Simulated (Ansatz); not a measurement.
# CH₃AlSSe: one species, many methods

One table from this session's results is given with a row withheld; the runs are named, their logs left out.

Program: Ansatz 0.2.0, Gaussian basis. Level of theory: functionals in def2-TZVPP, the program's frozen cores in correlated methods. These are calculated values, not measurements.

Levels to be run: LDA (SPW92), PBE-D4, revPBE-D4, BLYP-D4, r2SCAN-D4, B97M-V, PBE0-D4, B3LYP-D4, r2SCANh-D4, r2SCAN0-D4, HSE06-D4, BHLYP-D4, CAM-B3LYP-D4, LC-ωPBE, ωB97X-V, ωB97M-V, B2PLYP, PBE-QIDH; CCSD(T)/def2-SVP; CCSD(T)/def2-TZVPP; MP2/def2-QZVPP; extrapolation to the limit; RPA on PBE.

## Structure used throughout

All runs share one geometry, relaxed beforehand with PBE0-D4 in a triple-zeta def2 set.

7 atoms, charge 0, spin multiplicity 1.

Atoms are counted from 1 here; the program's logs count them from 0.

Bond lengths: Al1–C2 1.972 Å, Al1–S3 2.362 Å, Al1–H5 1.582 Å, Al1–H6 1.582 Å, C2–S3 1.660 Å, C2–Se4 1.831 Å, Se4–H7 1.471 Å. Angles: C2–Al1–S3 43.9°, C2–Al1–H5 116.4°, C2–Al1–H6 116.4°, S3–Al1–H5 114.0°, S3–Al1–H6 114.0°, H5–Al1–H6 125.1°, Al1–C2–S3 80.6°, Al1–C2–Se4 155.3°, S3–C2–Se4 124.1°, Al1–S3–C2 55.5°, C2–Se4–H7 95.4°.

Set-up of the first run:

The input, in.yaml:

```yaml
crystal:
  periodic: [false, false, false]
  atoms:
    - {symbol: Al, position_ang: [-0.643215, 1.026831, 0.473445]}
    - {symbol: C, position_ang: [0.340690, -0.640521, 0.096048]}
    - {symbol: S, position_ang: [0.156448, -0.800848, 1.738255]}
    - {symbol: Se, position_ang: [1.191969, -1.865099, -0.966326]}
    - {symbol: H, position_ang: [0.227442, 2.339289, 0.619943]}
    - {symbol: H, position_ang: [-2.203360, 0.995845, 0.214416]}
    - {symbol: H, position_ang: [0.991226, -1.123596, -2.221381]}
basis:
  gaussian: {orbitals: def2-TZVPP}
hamiltonian: {xc: lda}
output: {orbitals: {seedname: orbitals}}
```

On the command line:

```sh
$ ansatz run in.yaml --threads 2 --pin off --events-out ev --progress --plain --max-ram 4352MiB
```

Among the steps run: LDA; PBE-D4 (GGA); revPBE-D4 (GGA); BLYP-D4 (GGA); r2SCAN-D4 (meta-GGA); B97M-V (meta-GGA); PBE0-D4 (hybrid); B3LYP-D4 (hybrid); r2SCANh-D4 (hybrid); r2SCAN0-D4 (hybrid); HSE06-D4 (hybrid); BHLYP-D4 (hybrid); CAM-B3LYP-D4 (range-separated); LC-ωPBE (range-separated); ωB97X-V (range-separated); ωB97M-V (range-separated); B2PLYP (double hybrid); PBE-QIDH (double hybrid).

One table of the session follows, with a row left open; its other results are not shown here.

It belongs to the step «Frontier levels by functional». 

```
  functional  HOMO (eV)  LUMO (eV)  gap (eV)
 LDA (SPW92)      -6.17      -3.71      2.46
      PBE-D4      -6.03      -3.53      2.51
   revPBE-D4      -5.98      -3.46      2.53
     BLYP-D4      -5.87      -3.34      2.53
   r2SCAN-D4      -6.28      -3.46      2.81
      B97M-V      -6.36      -3.41      2.95
     PBE0-D4      -7.18      -2.71      4.47
    B3LYP-D4      -6.95      -2.85      4.10
  r2SCANh-D4      -6.70      -3.15      3.55
  r2SCAN0-D4      -7.33      -2.67      4.66
    HSE06-D4          ?          ?         ?
    BHLYP-D4      -8.20      -1.66      6.54
CAM-B3LYP-D4      -8.45      -1.57      6.87
     LC-ωPBE      -9.78      -0.60      9.18
     ωB97X-V      -9.45      -0.60      8.84
     ωB97M-V      -9.27      -0.62      8.65
```

Q: Estimate the row for HSE06-D4 from the others.

**Answer.** HOMO (eV): -6.78; LUMO (eV): -3.08; gap (eV): 3.70. In the column «HOMO (eV)» it lies between B3LYP-D4 (-6.95) and r2SCANh-D4 (-6.70).
